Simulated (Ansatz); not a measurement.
**Mg2VOsC6N6: what a guessed cell relaxes into**

The task: take a trial cell of Mg2VOsC6N6 to zero force and stress.

Method: DFT PBE, scalar-relativistic, plane waves, PAW, in Ansatz 0.2.0.

## Step 1: The system as given

The structure is cubic, space group Fm-3m (No. 225). Conventional cell: a = 10.144 Å, b = 10.144 Å, c = 10.144 Å, α = 90.00°, β = 90.00°, γ = 90.00°. Around Mg (site symmetry -43m) lie 12 N at 3.63 Å and 12 C at 3.64 Å. Around V (site symmetry m-3m) lie 6 C at 1.92 Å. Os (site symmetry m-3m) has 6 N at 1.99 Å in its first shell of neighbours. Around C (site symmetry 4mm) lie 1 N at 1.17 Å and 1 V at 1.92 Å. N (site symmetry 4mm) is surrounded by 1 C at 1.17 Å and 1 Os at 1.99 Å.

As a file:

```
Mg V Os C N
1.0
     0.00000    5.07200    5.07200
     5.07200    0.00000    5.07200
     5.07200    5.07200    0.00000
Mg V Os C N
2 1 1 6 6
Direct
  0.25000 0.25000 0.25000
  0.75000 0.75000 0.75000
  0.00000 0.00000 0.00000
  0.50000 0.50000 0.50000
  0.81102 0.18898 0.18898
  0.18898 0.81102 0.18898
  0.18898 0.18898 0.81102
  0.18898 0.81102 0.81102
  0.81102 0.18898 0.81102
  0.81102 0.81102 0.18898
  0.69568 0.30432 0.30432
  0.30432 0.69568 0.30432
  0.30432 0.30432 0.69568
  0.30432 0.69568 0.69568
  0.69568 0.30432 0.69568
  0.69568 0.69568 0.30432
```

Recipe of the guess: cyanide-bridged rock-salt net of two metals, 2 guest cations a cell (Fm-3m, No. 225). Its size is a rough estimate.

## Step 2: A first look at the guess

Input file input.yaml:

```yaml
crystal:
  lattice:
    - [0.0, 5.072, 5.072]
    - [5.072, 0.0, 5.072]
    - [5.072, 5.072, 0.0]
  atoms:
    - { symbol: Mg, position: [0.25, 0.25, 0.25] }
    - { symbol: Mg, position: [0.75, 0.75, 0.75] }
    - { symbol: V, position: [0.0, 0.0, 0.0], spin: -2.0 }
    - { symbol: Os, position: [0.5, 0.5, 0.5], spin: -1.0 }
    - { symbol: C, position: [0.81102129, 0.18897871, 0.18897871] }
    - { symbol: C, position: [0.18897871, 0.81102129, 0.18897871] }
    - { symbol: C, position: [0.18897871, 0.18897871, 0.81102129] }
    - { symbol: C, position: [0.18897871, 0.81102129, 0.81102129] }
    - { symbol: C, position: [0.81102129, 0.18897871, 0.81102129] }
    - { symbol: C, position: [0.81102129, 0.81102129, 0.18897871] }
    - { symbol: "N", position: [0.69568218, 0.30431782, 0.30431782] }
    - { symbol: "N", position: [0.30431782, 0.69568218, 0.30431782] }
    - { symbol: "N", position: [0.30431782, 0.30431782, 0.69568218] }
    - { symbol: "N", position: [0.30431782, 0.69568218, 0.69568218] }
    - { symbol: "N", position: [0.69568218, 0.30431782, 0.69568218] }
    - { symbol: "N", position: [0.69568218, 0.69568218, 0.30431782] }
basis:
  ecutwfc: 420
kpoints:
  mp_grid: { grid: [4, 4, 4] }
hamiltonian:
  xc: pbe
scf:
  occupations: { method: gaussian, width: 0.1 }
  lower_state_search: "off"
output:
  forces: true
  stress: true
  eigenvalues: true
  populations: true
magnetization:
  spin_polarized: true
```

Run with:

```console
> ansatz run input.yaml --threads 1 --pin off --max-ram 2560MiB --backend cpu --events-out ev --progress --plain --runs-dir out
```

The session goes on with these runs: coarse relaxation; final relaxation.

Before running it: what results should come out? Wanted: conventional cell; volume; energy over the elements; gap on the mesh; total moment.

As calculated:

| quantity | value |
| --- | --- |
| symmetry at the end (tolerance 0.05 Å) | space group Fm-3m (No. 225) |
| conventional cell | a = 10.507 Å, b = 10.507 Å, c = 10.507 Å, α = 90.00°, β = 90.00°, γ = 90.00° |
| volume | 18.12 Å³/atom |
| energy over the elements (uncorrected; H, N, O, F and Cl as molecules) | +0.40 eV/atom |
| gap on the mesh | none (metal) |
| total moment | -3.82 μB/cell |

The space group Fm-3m (No. 225) is kept, and the volume per atom grows by 11.1 % from the first guess. With a positive formation energy it can't be a ground state. No finished test with a distortion of lower symmetry is shown, so the end may be a saddle point. The runs treat Os without spin-orbit coupling. Other magnetic orders were not searched.
